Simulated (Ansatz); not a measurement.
# CH8AlClSi2: one species, many methods

The task here is to estimate one member of a computed series from the others.

Computed with Ansatz 0.2.0, Gaussian basis. Level: functionals in def2-TZVPP, the program's frozen cores in correlated methods.

Levels to be run: PBE-D4, r2SCAN-D4, PBE0-D4, B3LYP-D4, ωB97X-V, ωB97M-V, B2PLYP; CCSD(T)/def2-TZVPP; MP2/def2-QZVPP; extrapolation to the limit.

## Structure used throughout

An earlier PBE0-D4 in a triple-zeta def2 set relaxation fixed the geometry.

SMILES `C[SiH2][SiH]([AlH2])Cl`, 13 atoms, charge 0, spin multiplicity 1.

Atoms are counted from 1 here; the program's logs count them from 0.

Bond lengths: C1–Si2 1.877 Å, C1–H6 1.092 Å, C1–H7 1.092 Å, C1–H8 1.092 Å, Si2–Si3 2.346 Å, Si2–H9 1.489 Å, Si2–H10 1.491 Å, Si3–Al4 2.454 Å, Si3–Cl5 2.084 Å, Si3–H11 1.495 Å, Al4–H12 1.586 Å, Al4–H13 1.591 Å. Angles: Si2–C1–H6 110.5°, Si2–C1–H7 110.8°, Si2–C1–H8 111.1°, H6–C1–H7 108.1°, H6–C1–H8 108.1°, H7–C1–H8 108.1°, C1–Si2–Si3 110.1°, C1–Si2–H9 110.9°, C1–Si2–H10 110.2°, Si3–Si2–H9 109.5°, Si3–Si2–H10 108.3°, H9–Si2–H10 107.8°, Si2–Si3–Al4 113.0°, Si2–Si3–Cl5 108.4°, Si2–Si3–H11 107.4°, Al4–Si3–Cl5 110.9°, Al4–Si3–H11 110.3°, Cl5–Si3–H11 106.6° and more.

Set-up of the first run:

Input file in.yaml:

```yaml
crystal:
  periodic: [false, false, false]
  atoms:
    - {symbol: C, position_ang: [-1.210748, 1.105189, 1.333526]}
    - {symbol: Si, position_ang: [-0.307217, 1.337536, -0.295351]}
    - {symbol: Si, position_ang: [1.342105, -0.311837, -0.543534]}
    - {symbol: Al, position_ang: [0.418163, -2.581305, -0.672722]}
    - {symbol: Cl, position_ang: [2.464883, 0.130320, -2.242709]}
    - {symbol: H, position_ang: [-1.993077, 1.858874, 1.448724]}
    - {symbol: H, position_ang: [-0.521902, 1.199501, 2.175765]}
    - {symbol: H, position_ang: [-1.678667, 0.119536, 1.387058]}
    - {symbol: H, position_ang: [0.322778, 2.685233, -0.365605]}
    - {symbol: H, position_ang: [-1.261223, 1.220189, -1.435052]}
    - {symbol: H, position_ang: [2.270152, -0.196140, 0.622722]}
    - {symbol: H, position_ang: [0.695107, -3.529580, -1.912843]}
    - {symbol: H, position_ang: [-0.519855, -3.072216, 0.514821]}
basis:
  gaussian: {orbitals: def2-TZVPP}
hamiltonian: {xc: pbe, dispersion: d4}
output: {forces: true, orbitals: {seedname: orbitals}}
```

On the command line:

```console
$ ansatz run in.yaml --threads 4 --pin off --events-out ev --progress --plain --max-ram 10444MiB
```

Among the steps run: PBE-D4 (GGA); r2SCAN-D4 (meta-GGA); PBE0-D4 (hybrid); B3LYP-D4 (hybrid); ωB97X-V (range-separated); ωB97M-V (range-separated); B2PLYP (double hybrid); CCSD(T) in def2-TZVPP; MP2 in def2-QZVPP.

One table of the session follows, with a row left open; its other results are not shown here.

```
            method  atomisation energy (eV)
            PBE-D4                   41.345
         r2SCAN-D4                   41.596
           PBE0-D4                   41.244
          B3LYP-D4                   41.327
           ωB97X-V                        ?
           ωB97M-V                   41.497
            B2PLYP                   40.749
     HF/def2-TZVPP                   31.698
    MP2/def2-TZVPP                   40.419
   CCSD/def2-TZVPP                   40.011
CCSD(T)/def2-TZVPP                   40.448
           MP2/CBS                   41.507
       CCSD(T)/CBS                   41.535
```

**Question.** Estimate the row for ωB97X-V.

The run gave: atomisation energy (eV): 41.814. In the column «atomisation energy (eV)» it is the highest.

Limits of these values: Free atoms (1 C, 2 Si, 1 Al, 1 Cl, 8 H) were run apart at each level; the atomisation energy is their sum less the molecule, without zero-point or spin-orbit terms.
